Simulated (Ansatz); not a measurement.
# HfB2 (P6/mmm): all-electron equation of state in Python

Where is the equilibrium volume of HfB2 (P6/mmm) with all electrons, and how stiff is it? Wanted for HfB2 (P6/mmm): an all-electron equation of state.

Computed with Ansatz 0.2.0 through its Python package. Level of theory: DFT PBEsol, all-electron LAPW.

### Step 1. The structure

Symmetry: P6/mmm, No. 191, hexagonal system. Conventional cell: a = 3.140 Å, b = 3.140 Å, c = 3.480 Å, α = 90.00°, β = 90.00°, γ = 120.00°. Hf (site symmetry 6/mmm) is surrounded by 12 B at 2.51 Å. B (site symmetry -6m2) has 3 B at 1.81 Å and 6 Hf at 2.51 Å as nearest neighbours.

The script holds or builds the structure itself.

### Step 2. Script

The input, run_eos_lapw.py:

```python
"""E(V) of HfB2 on LAPW."""

from dataclasses import dataclass
import warnings

import ansatz as az
from ase.eos import EquationOfState
from ase.units import GPa
import numpy as np


@dataclass(frozen=True)
class Options:
    smearing: str = "fermi_dirac"
    sigma: float = 0.1
    kgrid: tuple[int, ...] = (10, 10, 8)


cfg = Options()

vectors0 = np.array([
    [3.14, 0.0, 0.0],
    [-1.57, 2.71931977, 0.0],
    [0.0, 0.0, 3.48],
])
sites = [
    ("Hf", (0.0, 0.0, 0.0)),
    ("B", (1 / 3, 2 / 3, 0.5)),
    ("B", (2 / 3, 1 / 3, 0.5)),
]


def crystal_on(cell):
    crystal = az.Crystal(lattice=az.Lattice.of(cell))
    for symbol, position in sites:
        crystal = crystal.atom(symbol, position)
    return crystal


def main() -> None:
    warnings.simplefilter("ignore", az.DeckWarning)

    volumes, energies = [], []
    for scale in np.linspace(0.92, 1.08, 5):
        cell = vectors0 * scale ** (1 / 3)
        calc = (
            crystal_on(cell).calculation()
            .functional(az.Functional.PBESOL)
            .occupations(cfg.smearing, width=cfg.sigma)
            .kpoints(*cfg.kgrid)
            .pseudopotentials("all_electron", lapw=True, basis_error=0.002)
        )
        rep = calc.run(threads=1).report
        volumes.append(abs(np.linalg.det(cell)) / len(sites))
        energies.append(rep["free_energy_ev"] / len(sites))
        print(f"{scale:.3f} {volumes[-1]:9.4f} A^3/atom {energies[-1]:16.5f} eV/atom  (estimated basis error {1000 * rep['lapw_basis_errors']['total_ev_per_atom']:.2f} meV/atom)")
    v0, e0, bulk = EquationOfState(volumes, energies, eos="birchmurnaghan").fit()
    print(f"V0 = {v0:.4f} A^3/atom, B0 = {bulk / GPa:.1f} GPa")


if __name__ == "__main__":
    main()
```

### Step 3. The input behind the calls

The package turns the script's settings into the engine's input (first run):

```yaml
crystal:
  lattice:
    - [3.053928914327208, 0.0, 0.0]
    - [-1.526964457163604, 2.644780023218029, 0.0]
    - [0.0, 0.0, 3.3846091152416187]
  atoms:
    - { symbol: Hf, position: [0.0, 0.0, 0.0] }
    - { symbol: B, position: [0.3333333333333333, 0.6666666666666666, 0.5] }
    - { symbol: B, position: [0.6666666666666666, 0.3333333333333333, 0.5] }
kpoints:
  mp_grid:
    grid: [10, 10, 8]
hamiltonian:
  xc: pbesol
  pseudopotentials:
    kind: all_electron
    lapw:
      basis_error: 0.002
scf:
  occupations:
    method: fermi_dirac
    width: 0.1
```

### Step 4. Launch

The run is started by

```sh
$ python run_eos_lapw.py
```

**Question.** Where does the minimum lie against the volume typed, and how stiff is the crystal?

The runs gave:

| quantity | value |
| --- | --- |
| runs compared | 5 |
| range of energy | 63.76 meV/atom |
| lowest point, volume (Å³/atom) | 9.905 |
| equilibrium volume (fit) | 9.74 Å³/atom |
| bulk modulus (fit) | 262 GPa |

What this shows: A third-order Birch-Murnaghan fit through the 5 points has its minimum at 9.74 Å³ an atom, 1.7 % below the typed cell, with a bulk modulus of 262 GPa and dB/dP = 3.9. From that minimum the energy rises by 36.8 meV an atom on the compressed side and 66.0 meV on the expanded side. Caveats:
- All-electron totals depend on functional, relativistic treatment and basis; only differences at equal settings carry meaning.
- Shape and fractional positions are held along the curve, so the bulk modulus is an upper value where they are free to relax.
- For a metal this k-point mesh is coarse: on a finer one energies can move by several to tens of meV an atom and pressures by half a GPa or more, differences at one mesh by less.
- Spin-orbit coupling, which matters for elements this heavy, is left out.
